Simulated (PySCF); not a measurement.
# GaSi: bond curves at several levels of theory

An exercise on one series of results from a longer session: the logs are not shown, and one member is left open.

Method: Ga def2-TZVPP, Si def2-TZVPP, no relativity; program: PySCF 2.14.0.

Set-up of the first run:

Settings of the job:

```json
{
  "atoms": "Ga, Si",
  "charge": "0",
  "basis": "Ga def2-TZVPP, Si def2-TZVPP",
  "Hamiltonian": "no relativity",
  "basis functions": "90",
  "electrons treated": "45",
  "masses in u": "68.9256, 27.9769",
  "levels": "PBE0, PBE, r²SCAN, M06, B3LYP, BLYP, BP86, ωB97M-V, HF, MP2, SCS-MP2, CCSD, CCSD(T)",
  "grid": "80 radial by 434 angular points",
  "occupations": "held fixed by the projection of orbital angular momentum",
  "dissociation limit": "Ga + Si, each in its ground configuration",
  "starting distance in angstrom": "2.320",
  "values of 2S to try": "1, 3"
}
```

On the command line:

```bash
OMP_NUM_THREADS=1 python dia.py task.json out
```

Among the steps run: Input; First curve: PBE0; Higher solutions at PBE0; PBE (GGA); r²SCAN; M06 (hybrid meta-GGA); B3LYP (global hybrid GGA); BLYP (GGA); BP86 (GGA); ωB97M-V (range-separated hybrid); UHF (mean field); Adding correlation.

One table of the session follows, with a row left open; its other results are not shown here.

Energy (eV) from each level's lowest point:

```
R (Å)    UHF  UHF-MP2  UHF-SCS-MP2  UHF-CCSD  UHF-CCSD(T)
2.082  0.808    0.598        0.625       n/a          n/a
2.179  0.413    0.250        0.268     0.295        0.287
2.276  0.175    0.068        0.078     0.094        0.089
2.348  0.071    0.010        0.014     0.022        0.020
2.421  0.017    0.000        0.000     0.000        0.000
2.494  0.000    0.027        0.023     0.015        0.018
2.591  0.023    0.105        0.095     0.079        0.086
2.712      ?        ?            ?         ?            ?
2.857  0.242    0.461        0.433     0.396        0.414
3.050  0.464    0.775        0.730       n/a          n/a
```

Q: Estimate the row for R (Å) = 2.712 from the others.

Worked estimate for «UHF». A straight line through the neighbours (2.591, 0.023) and (2.857, 0.242) gives 0.023 + (0.242 − 0.023) × (2.712 − 2.591) / (2.857 − 2.591) = 0.123; a parabola fitted to 4 rows on both sides gives 0.109.

**Answer.** UHF: 0.102; UHF-MP2: 0.248; UHF-SCS-MP2: 0.231; UHF-CCSD: 0.205; UHF-CCSD(T): 0.217. In «UHF» the line misses by +0.021 and the parabola by +0.007.

Limits of these values: Lowest PBE0 solution found, without spin–orbit coupling: ⁴Σ⁻ (quartet), unpaired electrons σ ↑, π ↑↑. Warnings in the runs' records: inverted.
